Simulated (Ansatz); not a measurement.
# C₆H₅Li: vertical ionisation energy

One table from this session's results is given with a row withheld; the runs are named, their logs left out.

Program: Ansatz 0.2.0, Gaussian basis. Level of theory: unrestricted cation, the program's frozen cores in correlated methods. These are calculated values, not measurements.

Levels to be run: UKS PBE-D4/def2-TZVPP; UKS r2SCAN-D4/def2-TZVPP; UKS PBE0-D4/def2-TZVPP; UKS B3LYP-D4/def2-TZVPP; UKS wB97X-V/def2-TZVPP; UKS wB97M-V/def2-TZVPP; UKS B2PLYP/def2-TZVPP; UHF-CCSD(T)/def2-TZVPP; UHF-MP2/def2-QZVPP; extrapolation to the limit; then −ε(HOMO) from the neutral's earlier runs with LDA (SPW92), PBE-D4, revPBE-D4, BLYP-D4, r2SCAN-D4, B97M-V, PBE0-D4, B3LYP-D4, r2SCANh-D4, r2SCAN0-D4, HSE06-D4, BHLYP-D4, CAM-B3LYP-D4, LC-ωPBE, ωB97X-V, ωB97M-V.

## The relaxed structure

All runs share one geometry, relaxed beforehand with PBE0-D4 in a triple-zeta def2 set.

SMILES `[Li][c]1ccccc1`, 12 atoms, charge 0, spin multiplicity 1.

Atoms are counted from 1 here; the program's logs count them from 0.

Bond lengths: Li1–C2 1.957 Å, C2–C3 1.406 Å, C2–C7 1.406 Å, C3–C4 1.391 Å, C3–H8 1.090 Å, C4–C5 1.387 Å, C4–H9 1.086 Å, C5–C6 1.387 Å, C5–H10 1.085 Å, C6–C7 1.391 Å, C6–H11 1.086 Å, C7–H12 1.090 Å. Angles: Li1–C2–C3 122.9°, Li1–C2–C7 122.9°, C3–C2–C7 114.3°, C2–C3–C4 123.4°, C2–C3–H8 119.8°, C4–C3–H8 116.8°, C3–C4–C5 119.9°, C3–C4–H9 120.2°, C5–C4–H9 119.9°, C4–C5–C6 119.0°, C4–C5–H10 120.5°, C6–C5–H10 120.5°, C5–C6–C7 119.9°, C5–C6–H11 119.9°, C7–C6–H11 120.2°, C2–C7–C6 123.4°, C2–C7–H12 119.8°, C6–C7–H12 116.8°.

The first run:

Input file in.yaml:

```yaml
crystal:
  periodic: [false, false, false]
  atoms:
    - {symbol: Li, position_ang: [-0.095374, -3.322622, -0.357978]}
    - {symbol: C, position_ang: [-0.035783, -1.377786, -0.146261]}
    - {symbol: C, position_ang: [-0.760791, -0.695363, 0.846840]}
    - {symbol: C, position_ang: [-0.727158, 0.685433, 1.007598]}
    - {symbol: C, position_ang: [0.051447, 1.461624, 0.162130]}
    - {symbol: C, position_ang: [0.787054, 0.839087, -0.835283]}
    - {symbol: C, position_ang: [0.735830, -0.543497, -0.974617]}
    - {symbol: H, position_ang: [-1.389762, -1.255091, 1.539781]}
    - {symbol: H, position_ang: [-1.309024, 1.158435, 1.793631]}
    - {symbol: H, position_ang: [0.084590, 2.539754, 0.279250]}
    - {symbol: H, position_ang: [1.401665, 1.433490, -1.505419]}
    - {symbol: H, position_ang: [1.334307, -0.978664, -1.775572]}
basis:
  gaussian: {orbitals: def2-TZVPP}
total_charge: 1
magnetization: {spin_polarized: true, initial_magnetization: 1}
hamiltonian: {xc: pbe, dispersion: d4}
```

The run is started by

```bash
$ ansatz run in.yaml --threads 2 --pin off --events-out ev --progress --plain --max-ram 32768MiB --backend cpu
```

Steps of the session up to this table: Cation, UKS PBE-D4/def2-TZVPP; Cation, UKS r2SCAN-D4/def2-TZVPP; Cation, UKS PBE0-D4/def2-TZVPP; Cation, UKS B3LYP-D4/def2-TZVPP; Cation, UKS wB97X-V/def2-TZVPP; Cation, UKS wB97M-V/def2-TZVPP; Cation, UKS B2PLYP (frozen core)/def2-TZVPP; Cation, UHF-CCSD(T)/def2-TZVPP; Cation, UHF-MP2/def2-QZVPP.

One of the session's tables, all rows but one given; the rest of the session is left out.

It belongs to the step «Ionisation energies side by side». For comparison, −ε(HOMO) of the neutral from earlier runs:

```
  functional  −ε(HOMO) (eV)
 LDA (SPW92)           4.37
      PBE-D4           4.26
   revPBE-D4           4.20
     BLYP-D4           4.18
   r2SCAN-D4           4.42
      B97M-V              ?
     PBE0-D4           5.51
    B3LYP-D4           5.32
  r2SCANh-D4           4.90
  r2SCAN0-D4           5.63
    HSE06-D4           5.11
    BHLYP-D4           6.68
CAM-B3LYP-D4           6.93
     LC-ωPBE           8.23
     ωB97X-V           7.91
     ωB97M-V           7.82
```

Q: Estimate the row for B97M-V from the others.

The run gave: −ε(HOMO) (eV): 4.56. In the column «−ε(HOMO) (eV)» it lies between r2SCAN-D4 (4.42) and r2SCANh-D4 (4.90).

To keep in mind: The cation may have settled in a state other than its lowest; no search over hole states beyond the program's own was made.
